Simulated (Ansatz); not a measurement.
# CaMn2As2: the cost of one run

Program: Ansatz 0.2.0. Level of theory: DFT LDA, scalar-relativistic, plane waves, PAW. These are calculated values, not measurements.

## Step 1: The system as given

The structure is trigonal, space group P-3m1 (No. 164). The conventional cell has a = 3.819 Å, b = 3.819 Å, c = 6.828 Å, α = 90.00°, β = 90.00°, γ = 120.00°. Ca (site symmetry -3m) is surrounded by 6 As at 2.88 Å. Mn (site symmetry 3m) has 4 As at 2.32 to 2.34 Å as nearest neighbours. As (site symmetry 3m) has 4 Mn at 2.32 to 2.34 Å and 3 Ca at 2.88 Å as nearest neighbours.

Coordinates:

```
CELL_PARAMETERS angstrom
3.81921 0.00000 0.00000
-1.90960 3.30753 0.00000
0.00000 0.00000 6.82798
ATOMIC_POSITIONS crystal
Ca 0.00000 0.00000 0.00000
Mn 0.33333 0.66667 0.61128
Mn 0.66667 0.33333 0.38872
As 0.33333 0.66667 0.27194
As 0.66667 0.33333 0.72806
```

An earlier run at LDA left this cell at 17.250 Å³/atom and -0.01 GPa (12×12×6 mesh).

## Step 2: Antiferromagnetic, in the cell as typed

Contents of input.yaml:

```yaml
crystal:
  lattice:
    - [3.8192083247, 0.0, 0.0]
    - [-1.9096041623, 3.3075314315, 0.0]
    - [0.0, 0.0, 6.8279825885]
  atoms:
    - { symbol: Ca, position: [0.0, 0.0, 0.0] }
    - { symbol: Mn, position: [0.3333333333, 0.6666666667, 0.6112771529], spin: 3.5 }
    - { symbol: Mn, position: [0.6666666667, 0.3333333333, 0.3887228471], spin: -3.5 }
    - { symbol: As, position: [0.3333333333, 0.6666666667, 0.2719416254] }
    - { symbol: As, position: [0.6666666667, 0.3333333333, 0.7280583746] }
basis:
  ecutwfc: 420
  ecutrho_ratio: 4
kpoints:
  mp_grid: { grid: [12, 12, 6] }
hamiltonian:
  xc: lda
scf:
  occupations: { method: gaussian, width: 0.05 }
  lower_state_search: "off"
output:
  forces: true
  stress: true
  eigenvalues: true
  populations: true
magnetization:
  spin_polarized: true
```

The run is started by

```
> ansatz run input.yaml --threads 4 --pin off --max-ram 10240MiB --backend cpu --events-out ev --progress --plain --runs-dir out
```

What time and memory should one allow on 4 threads of Intel Xeon Platinum 8259CL at 2.50GHz (Skylake/Cascade Lake), shared host?

About 35 s, with a peak of 0.89 GiB.
